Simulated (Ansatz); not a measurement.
# FH₂InS₂: small, medium and large basis sets

One table from this session's results is given with a row withheld; the runs are named, their logs left out.

Program: Ansatz 0.2.0, Gaussian basis. Level of theory: one geometry, several basis sets. These are calculated values, not measurements.

The runs, in order: PBE0-D4/def2-SVP; ωB97M-V/def2-SVP; PBE0-D4/def2-QZVPP; ωB97M-V/def2-QZVPP; the functionals' def2-TZVPP values are taken from earlier runs.

1 further run of the same task is left out (for a known fault of the program).

## Structure used throughout

All runs share one geometry, relaxed beforehand with PBE0-D4 in a triple-zeta def2 set. In takes the def2 core potential; no spin-orbit term is included.

SMILES `[F][In]([SH])[SH]`, 6 atoms, charge 0, spin multiplicity 1.

Atoms are counted from 1 here; the program's logs count them from 0.

Bond lengths: F1–In2 1.946 Å, In2–S3 2.360 Å, In2–S4 2.357 Å, S3–H5 1.345 Å, S4–H6 1.345 Å. Angles: F1–In2–S3 113.6°, F1–In2–S4 114.8°, S3–In2–S4 131.6°, In2–S3–H5 91.3°, In2–S4–H6 92.9°.

Set-up of the first run:

Input file in.yaml:

```yaml
crystal:
  periodic: [false, false, false]
  atoms:
    - {symbol: F, position_ang: [-0.767913, -2.087525, 0.493625]}
    - {symbol: In, position_ang: [-0.263248, -0.258075, 0.062147]}
    - {symbol: S, position_ang: [2.069813, 0.081278, -0.034017]}
    - {symbol: S, position_ang: [-2.073128, 1.215183, -0.265040]}
    - {symbol: H, position_ang: [2.300076, -1.210384, 0.263211]}
    - {symbol: H, position_ang: [-1.265589, 2.259523, -0.519936]}
basis:
  gaussian: {orbitals: def2-SVP}
hamiltonian: {xc: pbe0, dispersion: d4}
output: {orbitals: {seedname: orbitals}}
```

Launch:

```sh
$ ansatz run in.yaml --threads 4 --pin off --events-out ev --progress --plain --max-ram 10444MiB
```

Among the steps run: PBE0-D4 in def2-SVP; ωB97M-V in def2-SVP; PBE0-D4 in def2-QZVPP; ωB97M-V in def2-QZVPP.

One table of the session follows, with a row left open; its other results are not shown here.

It belongs to the step «Functionals by basis». 

| functional | basis | HOMO (eV) | LUMO (eV) |
| --- | --- | --- | --- |
| PBE0-D4 | def2-SVP | ? | ? |
| PBE0-D4 | def2-TZVPP | -7.93 | -2.11 |
| PBE0-D4 | def2-QZVPP | -7.95 | -2.17 |
| ωB97M-V | def2-SVP | -9.90 | 0.08 |
| ωB97M-V | def2-TZVPP | -10.09 | -0.21 |
| ωB97M-V | def2-QZVPP | -10.12 | -0.39 |

**Question.** Estimate the row for PBE0-D4, def2-SVP.

**Answer.** HOMO (eV): -7.78; LUMO (eV): -1.92. In the column «HOMO (eV)» it is the highest.
